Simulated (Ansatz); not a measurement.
**ClFHOSV: up Jacob's ladder to CCSD(T)**

An exercise on one series of results from a longer session: the logs are not shown, and one member is left open.

The runs use Ansatz 0.2.0, Gaussian basis; functionals in def2-TZVPP, the program's frozen cores in correlated methods.

Plan: LDA (SPW92), PBE-D4, revPBE-D4, BLYP-D4, r2SCAN-D4, B97M-V, PBE0-D4, B3LYP-D4, r2SCANh-D4, r2SCAN0-D4, HSE06-D4, BHLYP-D4, CAM-B3LYP-D4, LC-ωPBE, ωB97X-V, ωB97M-V, B2PLYP, PBE-QIDH; CCSD(T)/def2-SVP; CCSD(T)/def2-TZVPP; MP2/def2-QZVPP; extrapolation to the limit; RPA on PBE.

### The relaxed structure

The geometry comes from an earlier relaxation with PBE0-D4 in a triple-zeta def2 set; it is a stationary point.

SMILES `[OH][V]([F])(=[S])[Cl]`, 6 atoms, charge 0, spin multiplicity 1.

Atoms are counted from 1 here; the program's logs count them from 0.

Bond lengths: O1–V2 1.732 Å, O1–H6 0.962 Å, V2–F3 1.717 Å, V2–S4 1.987 Å, V2–Cl5 2.139 Å. Angles: V2–O1–H6 125.6°, O1–V2–F3 110.0°, O1–V2–S4 109.1°, O1–V2–Cl5 109.5°, F3–V2–S4 109.6°, F3–V2–Cl5 110.2°, S4–V2–Cl5 108.4°.

Coordinates:

```
atom    x (Å)    y (Å)    z (Å)
  O1  -0.4555   0.3238   1.2662
  V2   0.2975  -0.0158  -0.2562
  F3   1.9460  -0.4320  -0.0163
  S4  -0.6507  -1.5283  -1.1277
 Cl5   0.1451   1.6995  -1.5249
  H6  -1.2403  -0.1112   1.6126
```

The first run:

in.yaml reads:

```yaml
crystal:
  periodic: [false, false, false]
  atoms:
    - {symbol: O, position_ang: [-0.455469, 0.323823, 1.266173]}
    - {symbol: V, position_ang: [0.297535, -0.015816, -0.256183]}
    - {symbol: F, position_ang: [1.946023, -0.431979, -0.016260]}
    - {symbol: S, position_ang: [-0.650725, -1.528279, -1.127732]}
    - {symbol: Cl, position_ang: [0.145141, 1.699530, -1.524912]}
    - {symbol: H, position_ang: [-1.240305, -0.111180, 1.612614]}
basis:
  gaussian: {orbitals: def2-TZVPP}
hamiltonian: {xc: lda}
output: {orbitals: {seedname: orbitals}}
```

Command:

```sh
$ ansatz run in.yaml --threads 4 --pin off --events-out ev --progress --plain --max-ram 10444MiB
```

Steps of the session up to this table: LDA; PBE-D4 (GGA); revPBE-D4 (GGA); BLYP-D4 (GGA); r2SCAN-D4 (meta-GGA); B97M-V (meta-GGA); PBE0-D4 (hybrid); B3LYP-D4 (hybrid); r2SCANh-D4 (hybrid); r2SCAN0-D4 (hybrid); HSE06-D4 (hybrid); BHLYP-D4 (hybrid); CAM-B3LYP-D4 (range-separated); LC-ωPBE (range-separated); ωB97X-V (range-separated); ωB97M-V (range-separated); B2PLYP (double hybrid); PBE-QIDH (double hybrid).

One of the session's tables, all rows but one given; the rest of the session is left out.

It belongs to the step «Orbital energies across the functionals». 

| functional | HOMO (eV) | LUMO (eV) | gap (eV) |
| --- | --- | --- | --- |
| LDA (SPW92) | -7.40 | -4.73 | 2.67 |
| PBE-D4 | -7.23 | -4.51 | 2.72 |
| revPBE-D4 | -7.17 | -4.44 | 2.73 |
| BLYP-D4 | -7.06 | -4.39 | 2.67 |
| r2SCAN-D4 | -7.55 | -4.58 | 2.97 |
| B97M-V | -7.60 | -4.57 | 3.02 |
| PBE0-D4 | -8.49 | -3.76 | 4.74 |
| B3LYP-D4 | -8.24 | -3.96 | 4.28 |
| r2SCANh-D4 | -8.01 | -4.27 | 3.75 |
| r2SCAN0-D4 | -8.70 | -3.78 | 4.93 |
| HSE06-D4 | -8.10 | -4.14 | 3.96 |
| BHLYP-D4 | -9.58 | -2.80 | 6.78 |
| CAM-B3LYP-D4 | -9.77 | -2.69 | 7.08 |
| LC-ωPBE | -11.10 | -1.67 | 9.43 |
| ωB97X-V | ? | ? | ? |
| ωB97M-V | -10.59 | -1.58 | 9.01 |

**Question.** Estimate the row for ωB97X-V.

The run gave: HOMO (eV): -10.75; LUMO (eV): -1.65; gap (eV): 9.10. In the column «HOMO (eV)» it lies between LC-ωPBE (-11.10) and ωB97M-V (-10.59).
